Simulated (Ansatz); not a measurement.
**BeBr+ (singlet): the correlation ladder, cc-pVDZ**

Aim: climb from Hartree-Fock through coupled cluster for BeBr+ (singlet) at one geometry and basis, and see what each rung misses.

Computed with Ansatz 0.2.0, Gaussian basis. Level: cc-pVDZ, core rule «outside noble gas», up to 15 orbitals frozen.

The runs, in order: UHF; CCSD(T) on RHF; BCCD(T) on RHF; CISD; CCSDT(Q) on RHF; CCSDTQ on RHF.

18 further runs of the same task are left out: 7 for a known fault of the program, 5 that didn't finish, 6 set aside as unsound or not needed.

## Step 1: The system

The geometry is a PBE0/def2-TZVP stationary point (not a proven minimum) of the parent state, kept for this charge and spin. No spin-orbit coupling is included. The filled d shell of Br may be among the frozen orbitals whatever the setting's name suggests; the logs give the count.

2 atoms, charge 1, spin multiplicity 1.

Atoms are counted from 1 here; the program's logs count them from 0.

Bond lengths: Br1–Be2 2.283 Å.

## Step 2: UHF

in.yaml

```yaml
crystal:
  periodic: [false, false, false]
  atoms:
    - {symbol: Br, position_ang: [0.000000, 0.000000, 0.000000]}
    - {symbol: Be, position_ang: [0.000000, 0.000000, 2.283200]}
basis:
  gaussian: {orbitals: cc-pVDZ}
total_charge: 1
magnetization: {spin_polarized: true, initial_magnetization: 0}
hamiltonian: {xc: hf}
output: {orbitals: {seedname: orbitals}}
```

Run with:

```console
ansatz run in.yaml --threads 1 --pin off --events-out ev --progress --plain --max-ram 2393MiB
```

After this run come: CCSD(T) on RHF; BCCD(T) on RHF; CISD; CCSDT(Q) on RHF; CCSDTQ on RHF.

Before running them: what should the planned runs give, taken together? Wanted: RCCSDTQ below the RHF energy; RMP2 from RCCSDTQ; RCCSD from RCCSDTQ; RCCSD(T) from RCCSDTQ; RCCSDT(Q) from RCCSDTQ; T1 diagnostic.

The runs gave:

| quantity | value |
| --- | --- |
| RCCSDTQ below the RHF energy | -4.2588 eV |
| RMP2 from RCCSDTQ | +52.7 kJ/mol |
| RCCSD from RCCSDTQ | +16.5 kJ/mol |
| RCCSD(T) from RCCSDTQ | +3.0 kJ/mol |
| RCCSDT(Q) from RCCSDTQ | -0.4 kJ/mol |
| levels within 1 kcal/mol (43 meV) | RCCSD(T), BCCD(T), RCCSDT, RCCSDT(Q) |
| T1 diagnostic | 0.026 |

In words: RCCSD(T) misses by +3.0 kJ/mol, 0.7 % of the correlation energy. These misses are within one basis, not against nature.
